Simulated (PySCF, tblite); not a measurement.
# C2H9BCl2Si2: geometry, infrared bands and NMR shifts

What infrared bands and NMR shifts should C2H9BCl2Si2 (`BC[SiH2][Si@H](Cl)CCl`) show?

Programs: tblite 0.8.0 and PySCF 2.14.0, with density-fitted response routines of our own. Each step states its level of theory. These are calculated values for one molecule in the gas phase, unless marked as measured. Atoms count from 0, in the outputs and in this text.

## 1. Starting geometry

16 atoms, charge 0, multiplicity 1; geometry from: force field or distance geometry start.

Bonds of the start (Å): B0–C1 1.58, C1–Si2 1.86, Si2–Si3 2.20, Si3–Cl4 2.12, Si3–C5 1.87, C5–Cl6 1.79, B0–H7 1.19, B0–H8 1.19, C1–H9 1.12, C1–H10 1.11, Si2–H11 1.48, Si2–H12 1.46, Si3–H13 1.48, C5–H14 1.12, C5–H15 1.09.

## 2. Relaxing the molecule with GFN2-xTB

What the job is given:

```
{"job": {"kind": "relax", "xc": "GFN2-xTB", "basis": "xTB"}, "charge": 0, "multiplicity": 1}
B     -3.117100     0.422000     0.193900
C     -1.956300    -0.640800     0.362300
Si    -0.378700     0.342400     0.285300
Si     1.392800    -0.796700    -0.345800
Cl     2.005100    -2.175600     1.141500
C      2.773400     0.444400    -0.566600
Cl     3.714600     0.518700     0.951700
H     -3.401900     0.658800    -0.935300
H     -3.044800     1.382300     0.896100
H     -2.119900    -1.133400     1.358800
H     -2.045900    -1.411300    -0.424800
H     -0.628200     1.396200    -0.729600
H     -0.116000     0.981900     1.576500
H      1.198500    -1.548200    -1.603900
H      2.321400     1.448500    -0.771200
H      3.395200     0.119600    -1.400300
```

The run is started by

```console
> OMP_NUM_THREADS=1 python probes_run.py task.json out
```

This one command runs all jobs of the session in turn.

**Question.** This job is followed by: GFN2-xTB harmonic vibrations, gas phase; GIAO PBE0/pcSseg-1 NMR shielding, non-relativistic, gas phase. Predict these results of the whole session: strongest single infrared mode (GFN2-xTB); zero-point energy (GFN2-xTB); ¹³C shifts against TMS (PBE0/pcSseg-1); ¹H shifts against TMS (PBE0/pcSseg-1, means over atoms taken as alike); ¹¹B shifts against BF3·OEt2 (PBE0/pcSseg-1); ²⁹Si shifts against TMS (PBE0/pcSseg-1); ³⁵Cl shifts against HCl (PBE0/pcSseg-1).

As calculated:

| quantity | value |
| --- | --- |
| strongest single infrared mode (GFN2-xTB) | 2186 cm⁻¹, 350 km/mol |
| zero-point energy (GFN2-xTB) | 63.5 kcal/mol |
| ¹³C shifts against TMS (PBE0/pcSseg-1) | 40.4, 19.5 ppm |
| ¹H shifts against TMS (PBE0/pcSseg-1, means over atoms taken as alike) | 7.55, 5.68, 4.15, 3.82, 3.34, 3.05, 1.89, 1.73 ppm |
| ¹¹B shifts against BF3·OEt2 (PBE0/pcSseg-1) | 81.5 ppm |
| ²⁹Si shifts against TMS (PBE0/pcSseg-1) | 6.5, -91.1 ppm |
| ³⁵Cl shifts against HCl (PBE0/pcSseg-1) | 33, -59 ppm |

**Reading.** Over 170 steps the energy fell by 0.904 eV; of the close pairs, Si2–Si3 changed most, 2.199 to 2.330 Å. All 42 modes are real, so the xTB geometry is a minimum. The strongest single mode, at 2186 cm⁻¹, moves mainly H11. Unscaled tight-binding wavenumbers are off by several per cent, some by more. Its intensities can rank the bands wrongly. At PBE0/pcSseg-1: Shielding is most anisotropic at Cl6 (span 306 ppm, paramagnetic term -230 ppm).
